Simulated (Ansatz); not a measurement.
**ZrGeS (P4/nmm): equation of state with a fit in Python**

Where is the equilibrium volume of ZrGeS (P4/nmm), and how stiff is it? Aim: an equation of state with a fit, for ZrGeS (P4/nmm), run from a script.

All numbers are computed with Ansatz 0.2.0, driven from Python. Level of theory: DFT PBEsol, plane waves, PAW.

## (1) The system

It takes space group P4/nmm (No. 129, tetragonal). The conventional cell has a = 3.626 Å, b = 3.626 Å, c = 8.019 Å, α = 90.00°, β = 90.00°, γ = 90.00°. Around Zr (site symmetry 4mm) lie 5 S at 2.69 to 2.77 Å and 4 Ge at 2.86 Å. Around Ge (site symmetry -4m2) lie 4 Ge at 2.56 Å and 4 Zr at 2.86 Å. S (site symmetry 4mm) is surrounded by 5 Zr at 2.69 to 2.77 Å.

The script holds or builds the structure itself.

## (2) Script

Contents of run_eos.py:

```python
import ansatz as az
import numpy as np
from scipy.optimize import curve_fit

VECTORS = np.array([
    [3.626, 0.0, 0.0],
    [0.0, 3.626, 0.0],
    [0.0, 0.0, 8.019],
])
SITES = [
    ("Zr", (0.0, 0.5, 0.276)),
    ("Zr", (0.5, 0.0, 0.724)),
    ("Ge", (0.0, 0.0, 0.0)),
    ("Ge", (0.5, 0.5, 0.0)),
    ("S", (0.0, 0.5, 0.622)),
    ("S", (0.5, 0.0, 0.378)),
]


def on_lattice(cell):
    crystal = az.Crystal(lattice=az.Lattice.of(cell))
    for symbol, position in SITES:
        crystal = crystal.atom(symbol, position)
    return crystal

def vinet(v, e0, v0, b0, b1):
    eta = (v / v0) ** (1 / 3)
    return e0 + 2 * b0 * v0 / (b1 - 1) ** 2 * (2 - (5 + 3 * b1 * (eta - 1) - 3 * eta) * np.exp(-1.5 * (b1 - 1) * (eta - 1)))


def main() -> None:
    volumes, energies = [], []
    for scale in np.linspace(0.94, 1.06, 7):
        cell = VECTORS * scale ** (1 / 3)
        job = on_lattice(cell).calculation()
        job = job.functional("pbesol")
        job = job.pseudopotentials("paw")
        job = job.occupations(az.OccupationsMethod.FERMI_DIRAC)
        job = job.scf(tolerance=1e-09).basis(500)
        job = job.kpoints(6, 6, 3)
        data = job.run(threads=1, pin="off").report
        volumes.append(abs(np.linalg.det(cell)) / len(SITES))
        energies.append(data["free_energy_ev"] / len(SITES))
        print(f"V = {volumes[-1]:8.4f} A^3/atom  F = {energies[-1]:.5f} eV/atom")

    guess = (min(energies), volumes[int(np.argmin(energies))], 0.5, 4.5)
    (e0, v0, b0, b1), _ = curve_fit(vinet, np.array(volumes), np.array(energies), p0=guess, maxfev=20000)
    print(f"Vinet fit: V0 = {v0:.4f} A^3/atom, B0 = {160.21766 * b0:.1f} GPa, B1 = {b1:.2f}")
    print("largest residual", round(1000 * float(np.abs(vinet(np.array(volumes), e0, v0, b0, b1) - energies).max()), 3), "meV/atom")


if __name__ == "__main__":
    main()
```

## (3) Launch

Command:

```bash
$ python run_eos.py
```

**Question.** Estimate the equilibrium volume and the bulk modulus.

**Answer**, as computed:

| quantity | value |
| --- | --- |
| runs compared | 7 |
| range of energy | 37.32 meV/atom |
| lowest point, volume (Å³/atom) | 17.221 |
| equilibrium volume (fit) | 17.29 Å³/atom |
| bulk modulus (fit) | 132 GPa |

**Reading.** A third-order Birch-Murnaghan fit through the 7 points (the script's own form differs a little) has its minimum at 17.29 Å³ an atom, 1.6 % below the typed cell, with a bulk modulus of 132 GPa and dB/dP = 4.4. From that minimum the energy rises by 15.4 meV an atom on the compressed side and 37.4 meV on the expanded side. Reading the output:
- The run is spin-unpolarised.
- Shape and fractional positions are held along the curve, so the bulk modulus is an upper value where they are free to relax.
- For a metal this k-point mesh is coarse: on a finer one energies can move by several to tens of meV an atom and pressures by half a GPa or more, differences at one mesh by less.
